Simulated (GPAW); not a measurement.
# GeH2OF (SMILES [OH][GeH][F]): ULDA (PW92)/plane waves (scalar-relativistic datasets, plane-wave cutoff 400 eV)

Aim: ionisation energies of GeH2OF. The job is set up through an ASE script.

The calculation is run with GPAW 26.7.0.

4 further runs of the same task are left out: 1 that didn't finish, 3 set aside as unsound or not needed.

## 1. The molecule

GeH2OF: 5 atoms, total charge 0, spin state doublet. As SMILES, `[OH][GeH][F]`. Geometry: a GFN2-xTB relaxation, a rough one for these elements and not checked as a minimum. This is one conformer, not always the lowest.

Bond lengths: O1–Ge2 1.760 Å, Ge2–F3 1.830 Å, O1–H4 0.956 Å, Ge2–H5 1.644 Å. Angles: O1–Ge2–F3 99.5°, O1–Ge2–H5 98.8°, F3–Ge2–H5 97.6°, Ge2–O1–H4 119.9°.

## 2. Ionisation energies at ULDA (PW92)/plane waves (scalar-relativistic datasets, plane-wave cutoff 400 eV)

Contents of mol.sdf:

```

     RDKit          3D

  5  4  0  0  0  0  0  0  0  0999 V2000
    0.9917   -0.6335    0.1278 O   0  0  0  0  0  0  0  0  0  0  0  0
   -0.4528    0.1971    0.6958 Ge  0  0  0  0  0  3  0  0  0  0  0  0
   -0.6248    1.4444   -0.6325 F   0  0  0  0  0  0  0  0  0  0  0  0
    1.6701   -0.1460   -0.3369 H   0  0  0  0  0  0  0  0  0  0  0  0
   -1.5842   -0.8619    0.1458 H   0  0  0  0  0  0  0  0  0  0  0  0
  2  1  1  0
  3  2  1  0
  4  1  1  0
  5  2  1  0
M  RAD  1   2   2
M  END
$$$$
```

Contents of ipea.py:

```python
from ase.io import read
from gpaw import GPAW, PW

# Set up the molecule
molecule = read('mol.sdf')
molecule.center(vacuum=5.0)

energies = {}
for name, charge, unpaired in [('neutral', 0, 1), ('oxidised', 1, 0)]:
    molecule.set_initial_magnetic_moments([unpaired / len(molecule)] * len(molecule))
    calculator = GPAW(mode={'name': 'pw', 'ecut': 400},
                      xc='LDA',
                      charge=charge,
                      occupations={'name': 'fermi-dirac', 'width': 0.0, 'fixmagmom': unpaired > 0},
                      maxiter=100,
                      symmetry='off',
                      txt='-')
    molecule.calc = calculator
    energies[name] = molecule.get_potential_energy()
    print(f'{name:10} {energies[name]:12.5f} eV')

ip = energies['oxidised'] - energies['neutral']
print(f'Vertical IP = {ip:.3f} eV')
```

The run is started by

```console
$ OMP_NUM_THREADS=1 python ipea.py
```

Output:

```text
[...]
  mode=PW(ecut=400),
[...]
Number of symmetries: 1
[...]
  Number of IBZ points: 1
[...]
Cutoff: 400.0 eV
Spin-components: 2 (collinear spins)
Bands:           14
[...]
  Valence electrons: 19.0
[...]
  Grid points: [63 60 54]
  Charge: 0.0  # |e|
[...]
    cutoffs:
[...]
occupation numbers:
  Fixed magnetic moment: 1.000
[...]
xc functional:
  name: None
[...]
|iter     |     time |      energy | eigst |  dens |  magmom |
[...]
|iter:   1| 00:00:05 |  -22.445244 | -0.01 |       |  +0.9964|
[...]
Converged in 11 steps
[...]
dipole moment: (0.095903, -0.129620, 0.295164)  # |e|*Ang
Total magnetic moment: (0.000000, 0.000000, 1.000000)
Local magnetic moments
|        x |        y |         z |
|----------|----------|-----------|
| 0.000000 | 0.000000 |  0.099500 |  # O    0
| 0.000000 | 0.000000 |  0.171133 |  # Ge   1
| 0.000000 | 0.000000 |  0.057236 |  # F    2
| 0.000000 | 0.000000 | -0.000947 |  # H    3
| 0.000000 | 0.000000 |  0.084281 |  # H    4
Fermi levels: -3.166, -5.536
Eigenvalues  # (at kpt = [0.000, 0.000, 0.000])
[...]
|iter:  11| 00:00:52 |  -10.583987c| -7.83c| -4.06c|
Converged in 11 steps
[...]
Energy contributions relative to reference atoms: (reference = -61768.942491)
Energy contributions:
  Kinetic:          -5.315874
  Coulomb:           6.039337
  Zero:              0.162936
  External:          0.000000
  Xc:              -11.470386
  Entropy:           0.000000
  Spinorbit:         0.000000
  ----------------------------
  Free energy:     -10.583987
  Extrapolated:    -10.583987
dipole moment: (6.322419, 5.813397, 6.399093)  # |e|*Ang
Fermi level: -13.911
Eigenvalues  # (at kpt = [0.000, 0.000, 0.000])
| band index |      eig [eV] | occ [0-2] |
|------------|---------------|-----------|
|          0 |       -34.653 |     2.000 |
|          1 |       -32.298 |     2.000 |
|          2 |       -21.796 |     2.000 |
|          3 |       -18.646 |     2.000 |
|          4 |       -16.877 |     2.000 |
|          5 |       -16.082 |     2.000 |
|          6 |       -16.054 |     2.000 |
|          7 |       -15.334 |     2.000 |
|          8 |       -14.859 |     2.000 |
|          9 |       -12.963 |     0.000 |
|         10 |        -7.639 |     0.000 |
|         11 |        -6.942 |     0.000 |
[...]
Gap: 1.896 eV
Transition (v -> c):
  (s=0, k=0, n=8, [0.00, 0.00, 0.00]) -> (s=0, k=0, n=9, [0.00, 0.00, 0.00])
No difference between direct/indirect transitions
vacuum-level: -1.644  # V
oxidised      -10.58399 eV
Vertical IP = 9.679 eV
```

Run time: 53 s. Hardware: 1 thread of Intel Xeon at 2.70GHz, shared host; peak memory 0.75 GiB.

## 3. Summary of results

Level: ULDA (PW92)/plane waves (scalar-relativistic datasets, plane-wave cutoff 400 eV).

```
               quantity    value
first ionisation energy  9.68 eV
```
